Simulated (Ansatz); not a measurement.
# Ir3Ru2: the cost of one run

Method: DFT PBE, scalar-relativistic, plane waves, PAW, in Ansatz 0.2.0.

1 further run of the same task is left out (set aside as unsound or not needed). Runs told in other sessions of the task aren't counted.

## (1) The system as given

The structure is hexagonal, space group P-6m2 (No. 187). Conventional cell: a = 2.739 Å, b = 2.739 Å, c = 21.902 Å, α = 90.00°, β = 90.00°, γ = 120.00°. Ru (site symmetry 3m) has 9 Ru at 2.63 to 2.74 Å and 3 Ir at 2.71 Å in its first shell of neighbours. Ru (site symmetry 3m) has 9 Ru at 2.63 to 2.74 Å and 3 Ir at 2.68 Å in its first shell of neighbours. Around Ir (site symmetry 3m) lie 3 Ru at 2.68 Å and 9 Ir at 2.74 to 2.75 Å. Around Ir (site symmetry -6m2) lie 12 Ir at 2.74 Å. Around Ir (site symmetry -6m2) lie 6 Ru at 2.71 Å and 6 Ir at 2.74 Å. Ir (site symmetry 3m) is surrounded by 12 Ir at 2.74 to 2.75 Å.

As a file:

```cif
data_structure
_symmetry_space_group_name_H-M 'P-6m2'
_symmetry_Int_Tables_number 187
_cell_length_a 2.7393
_cell_length_b 2.7393
_cell_length_c 21.9020
_cell_angle_alpha 90.000
_cell_angle_beta 90.000
_cell_angle_gamma 120.000
_cell_volume 142.33
loop_
_atom_site_label
_atom_site_type_symbol
_atom_site_symmetry_multiplicity
_atom_site_Wyckoff_symbol
_atom_site_fract_x
_atom_site_fract_y
_atom_site_fract_z
_atom_site_occupancy
Ru1 Ru 2 h 0.33333 0.66667 0.89950 1
Ru2 Ru 2 i 0.66667 0.33333 0.19626 1
Ir1 Ir 2 h 0.33333 0.66667 0.29533 1
Ir2 Ir 1 d 0.33333 0.66667 0.50000 1
Ir3 Ir 1 e 0.66667 0.33333 0.00000 1
Ir4 Ir 2 i 0.66667 0.33333 0.39797 1
```

The cell was relaxed beforehand at this level, from a generated guess; it needn't be the stable form of this composition. At a tolerance of 0.05 Å it has space group P-6m2 (No. 187); it has 14.23 Å³/atom, an uncorrected energy of +0.01 eV/atom over the elements.

## (2) Electronic structure at the relaxed geometry

Contents of input.yaml:

```yaml
crystal:
  lattice:
    - [2.739305653, 0.0, 0.0]
    - [-1.3696528265, 2.3723082842, 0.0]
    - [0.0, 0.0, 21.9020271292]
  atoms:
    - { symbol: Ru, position: [0.3333333333, 0.6666666667, 0.8994970725] }
    - { symbol: Ru, position: [0.3333333333, 0.6666666667, 0.1005029275] }
    - { symbol: Ru, position: [0.6666666667, 0.3333333333, 0.1962643418] }
    - { symbol: Ru, position: [0.6666666667, 0.3333333333, 0.8037356582] }
    - { symbol: Ir, position: [0.3333333333, 0.6666666667, 0.2953310867] }
    - { symbol: Ir, position: [0.3333333333, 0.6666666667, 0.5] }
    - { symbol: Ir, position: [0.3333333333, 0.6666666667, 0.7046689133] }
    - { symbol: Ir, position: [0.6666666667, 0.3333333333, 0.0] }
    - { symbol: Ir, position: [0.6666666667, 0.3333333333, 0.397969527] }
    - { symbol: Ir, position: [0.6666666667, 0.3333333333, 0.602030473] }
basis:
  ecutwfc: 420
kpoints:
  mp_grid: { grid: [18, 18, 2] }
  band_path:
    path:
      - [[0.0, 0.0, 0.0], [0.5, 0.0, 0.0], [0.33333333, 0.33333333, 0.0], [0.0, 0.0, 0.0], [0.0, 0.0, 0.5], [0.5, 0.0, 0.5], [0.33333333, 0.33333333, 0.5], [0.0, 0.0, 0.5]]
      - [[0.5, 0.0, 0.5], [0.5, 0.0, 0.0]]
      - [[0.33333333, 0.33333333, 0.5], [0.33333333, 0.33333333, 0.0]]
    npoints: 14
hamiltonian:
  xc: pbe
scf:
  occupations: { method: gaussian, width: 0.1 }
  n_extra_bands: 25
output:
  forces: true
  stress: true
  eigenvalues: true
  populations: true
  dos: { projected: true, de: 0.02, nscf_kmesh: { grid: [22, 22, 3] } }
  bader: true
```

Command:

```bash
ansatz run input.yaml --threads 4 --pin off --max-ram 8192MiB --backend cpu --events-out ev --progress --plain --runs-dir out
```

**Question.** How long does this run take on 4 threads of Arm Neoverse V2, shared host, and how much memory does it need?

About 2 min, with a peak of 1.6 GiB.
